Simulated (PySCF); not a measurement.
# C6H12O: magnetic properties

Aim: compute the magnetic properties of C6H12O (`C=CCC(C)(C)O`).

Programs: PySCF 2.14.0, with routines of our own; each step states its level. All values are computed. Atoms count from 0.

## Step 1: The system as given

19 atoms, charge 0, multiplicity 1; geometry from: GFN2-xTB.

## Step 2: Magnetic properties: GIAO BHandHLYP/pcSseg-1

The job: settings as JSON, then the geometry in Å.

```
{"job": {"kind": "mag", "xc": "BHandHLYP", "basis": "pcSseg-1", "isotopologues": 2}, "charge": 0, "multiplicity": 1}
C      2.733967     0.302293    -0.667377
C      1.640523    -0.435299    -0.695183
C      0.695520    -0.588962     0.452190
C     -0.750383    -0.219950     0.070340
C     -0.813657     1.212792    -0.469950
C     -1.661721    -0.356740     1.296759
O     -1.149179    -1.142778    -0.931477
H      3.021997     0.857611     0.211132
H      3.395037     0.378548    -1.514056
H      1.362326    -0.985329    -1.583241
H      1.014288     0.029657     1.291806
H      0.693853    -1.636259     0.765705
H     -1.842871     1.491555    -0.692599
H     -0.224885     1.290286    -1.380734
H     -0.416409     1.910144     0.262040
H     -1.339795     0.314612     2.087813
H     -1.634801    -1.378432     1.668590
H     -2.690221    -0.113260     1.033124
H     -2.043393    -0.921237    -1.212344
```

With the program's defaults for keys left out, this is: GIAO BHandHLYP/pcSseg-1 magnetisability, rotational g tensor and spin-rotation constants, non-relativistic, gas phase.

On the command line:

```console
$ OMP_NUM_THREADS=1 python excited_run.py task.json out
```

The driver reads the jobs from task.json and runs them one after another.

Log:

```text
coarse grid: 15048 points
cycle   1  E = -310.7014320748  dE =  9.040e-01  |g| = 6.392e-01  |ddm| = 3.605e+00
cycle   2  E = -310.7171480309  dE = -1.572e-02  |g| = 6.372e-01  |ddm| = 9.613e-01
cycle   3  E = -310.7876174591  dE = -7.047e-02  |g| = 6.831e-02  |ddm| = 5.299e-01
cycle   4  E = -310.7883728588  dE = -7.554e-04  |g| = 2.998e-02  |ddm| = 6.397e-02
cycle   5  E = -310.7885860218  dE = -2.132e-04  |g| = 3.656e-03  |ddm| = 2.687e-02
cycle   6  E = -310.7885888201  dE = -2.798e-06  |g| = 1.150e-03  |ddm| = 4.078e-03
final grid: 142920 points
cycle   7  E = -310.8349177529  dE = -2.717e-05  |g| = 3.646e-03  |ddm| = 2.097e-02
cycle   8  E = -310.8349189108  dE = -1.158e-06  |g| = 2.986e-03  |ddm| = 5.392e-03
cycle   9  E = -310.8349210778  dE = -2.167e-06  |g| = 3.661e-04  |ddm| = 2.326e-03
cycle  10  E = -310.8349211002  dE = -2.239e-08  |g| = 1.768e-04  |ddm| = 4.261e-04
cycle  11  E = -310.8349211073  dE = -7.103e-09  |g| = 2.306e-05  |ddm| = 1.756e-04
cycle  12  E = -310.8349211074  dE = -1.264e-10  |g| = 8.458e-06  |ddm| = 3.213e-05
converged SCF energy = -310.8349211074

Magnetisability tensor (1e-30 J/T^2)
    -1231.58       35.63       -2.76
       35.63    -1290.52       29.68
       -2.76       29.68    -1214.01
isotropic -1245.37   principal values   -1315.14  -1221.14  -1199.83
isotropic susceptibility -74.998 1e-6 cm^3/mol

Inertial axes            a          b          c
rot. const./GHz      4.3945     1.6336     1.6191
chi total           -73.767    -75.558    -75.669
chi diamagnetic    -393.555   -869.392   -870.964
chi paramagnetic    319.788    793.834    795.296
quadrupole/D A        3.020     -3.626      0.606
g nuclear            0.6446     0.6078     0.6017
g electronic        -0.6602    -0.6092    -0.6049
g total             -0.0156    -0.0014    -0.0032

Spin-rotation constants (kHz, H = +C I.J)
atom  isotope        aa         bb         cc
  7     1H       -0.436      0.027     -0.073
  8     1H        0.043     -0.152     -0.070
  9     1H       -0.450      0.049     -0.046
 10     1H       -0.477     -0.018     -0.115
 11     1H       -0.452     -0.045     -0.070
 12     1H       -0.072     -0.187     -0.123
 13     1H       -0.176     -0.165     -0.077
 14     1H       -0.486     -0.014     -0.143
 15     1H       -0.477     -0.017     -0.137
 16     1H       -0.473     -0.067     -0.072
 17     1H       -0.038     -0.199     -0.118
 18     1H       -0.165     -0.218     -0.133
  0    13C*       1.287      0.500      0.475
  1    13C*       1.536      0.581      0.509
  2    13C*       0.788      0.328      0.316
  3    13C*       1.074      0.311      0.367
  4    13C*       0.783      0.229      0.271
  6    17O*      -0.501     -0.199     -0.194
* in the singly substituted isotopologue

Isotopologues: g along a, b, c
2H    at 7,8,9,10,11,12    -0.0123     0.0004    -0.0043
13C   at 0                 -0.0157    -0.0014    -0.0031
```

Run time: 29 s. Hardware: 1 thread of Intel Xeon Platinum 8488C, shared host; peak memory 0.82 GiB.

Key values:

```csv
quantity,value
magnetisability,-1245·10⁻³⁰ J/T²
molar susceptibility,-75.0·10⁻⁶ cm³/mol
"rotational g (a, b, c)","-0.0156, -0.0014, -0.0032"
```

## Step 3: Magnetic properties: GIAO KT3/3-21G

The job, as its differences from that of step 2:

```diff
@@ -1,2 +1,2 @@
-{"job": {"kind": "mag", "xc": "BHandHLYP", "basis": "pcSseg-1", "isotopologues": 2}, "charge": 0, "multiplicity": 1}
+{"job": {"kind": "mag", "xc": "KT3", "basis": "3-21G", "scf": {"aux": "def2-universal-jkfit"}}, "charge": 0, "multiplicity": 1}
 C      2.733967     0.302293    -0.667377
```

Level: GIAO KT3/3-21G magnetisability, rotational g tensor and spin-rotation constants, non-relativistic, gas phase.

Log:

```text
final grid: 142920 points
cycle   1  E = -314.0075628815  dE =  4.295e-01  |g| = 8.019e-01  |ddm| = 3.979e+00
cycle   2  E = -313.8239169862  dE =  1.836e-01  |g| = 1.230e+00  |ddm| = 2.596e+00
cycle   3  E = -314.1420665176  dE = -3.181e-01  |g| = 1.559e-01  |ddm| = 1.882e+00
cycle   4  E = -314.1475009289  dE = -5.434e-03  |g| = 4.444e-02  |ddm| = 2.516e-01
cycle   5  E = -314.1478070259  dE = -3.061e-04  |g| = 2.727e-02  |ddm| = 6.071e-02
cycle   6  E = -314.1480131747  dE = -2.061e-04  |g| = 4.210e-03  |ddm| = 3.227e-02
cycle   7  E = -314.1480181814  dE = -5.007e-06  |g| = 1.223e-03  |ddm| = 7.150e-03
cycle   8  E = -314.1480185713  dE = -3.899e-07  |g| = 1.948e-04  |ddm| = 1.783e-03
cycle   9  E = -314.1480185818  dE = -1.043e-08  |g| = 4.513e-05  |ddm| = 3.772e-04
cycle  10  E = -314.1480185823  dE = -5.189e-10  |g| = 1.866e-05  |ddm| = 9.724e-05
converged SCF energy = -314.1480185823

Magnetisability tensor (1e-30 J/T^2)
    -1210.16       37.82        2.03
       37.82    -1272.95       32.75
        2.03       32.75    -1208.97
isotropic -1230.69   principal values   -1300.04  -1211.51  -1180.53
isotropic susceptibility -74.114 1e-6 cm^3/mol

Inertial axes            a          b          c
rot. const./GHz      4.3945     1.6336     1.6191
chi total           -72.654    -74.479    -75.209
chi diamagnetic    -390.946   -866.443   -868.018
chi paramagnetic    318.293    791.964    792.809
quadrupole/D A        3.403     -3.820      0.417
g nuclear            0.6446     0.6078     0.6017
g electronic        -0.6571    -0.6078    -0.6030
g total             -0.0125     0.0000    -0.0013

Spin-rotation constants (kHz, H = +C I.J)
atom  isotope        aa         bb         cc
  7     1H       -0.448      0.013     -0.086
  8     1H        0.018     -0.161     -0.086
  9     1H       -0.451      0.031     -0.064
 10     1H       -0.501     -0.025     -0.124
 11     1H       -0.476     -0.052     -0.079
 12     1H       -0.096     -0.200     -0.136
 13     1H       -0.201     -0.172     -0.089
 14     1H       -0.500     -0.017     -0.150
 15     1H       -0.507     -0.019     -0.144
 16     1H       -0.507     -0.076     -0.083
 17     1H       -0.066     -0.211     -0.129
 18     1H       -0.214     -0.250     -0.157
  0    13C*       1.029      0.385      0.358
  1    13C*       1.183      0.437      0.377
  2    13C*       0.610      0.261      0.248
  3    13C*       0.900      0.256      0.305
  4    13C*       0.602      0.178      0.212
  6    17O*      -0.413     -0.198     -0.167
* in the singly substituted isotopologue
```

Wall time 13 s (1 thread of Intel Xeon Platinum 8488C, shared host); peak memory 0.57 GiB.

In short:

```csv
quantity,value
magnetisability,-1231·10⁻³⁰ J/T²
molar susceptibility,-74.1·10⁻⁶ cm³/mol
"rotational g (a, b, c)","-0.0125, 0.0000, -0.0013"
```

## Step 4: Magnetic properties side by side

```csv
level,ξ (10⁻³⁰ J/T²),g(a),g(b),gap (eV),functions,time
GIAO BHandHLYP/pcSseg-1,-1245,-0.0156,-0.0014,10.00,179,29 s
GIAO KT3/3-21G,-1231,-0.0125,0.0000,5.66,87,13 s
```

## Step 5: What came out

| quantity | value |
| --- | --- |
| magnetisability (step 2, GIAO BHandHLYP/pcSseg-1) | -1245·10⁻³⁰ J/T² |
| molar susceptibility (step 2, GIAO BHandHLYP/pcSseg-1) | -75.0·10⁻⁶ cm³/mol |
| rotational g (a, b, c) (step 2, GIAO BHandHLYP/pcSseg-1) | -0.0156, -0.0014, -0.0032 |
| magnetisability over the levels | -1245 to -1231·10⁻³⁰ J/T² |

**Reading.** The magnetisability spreads by 1.2 % over 2 levels, from GIAO BHandHLYP/pcSseg-1 (29 s) to GIAO KT3/3-21G (13 s); the runs took 13 s to 29 s. Two levels can agree by chance, so this spread shows no convergence. Vibrational averaging and real surroundings are missing from these values.
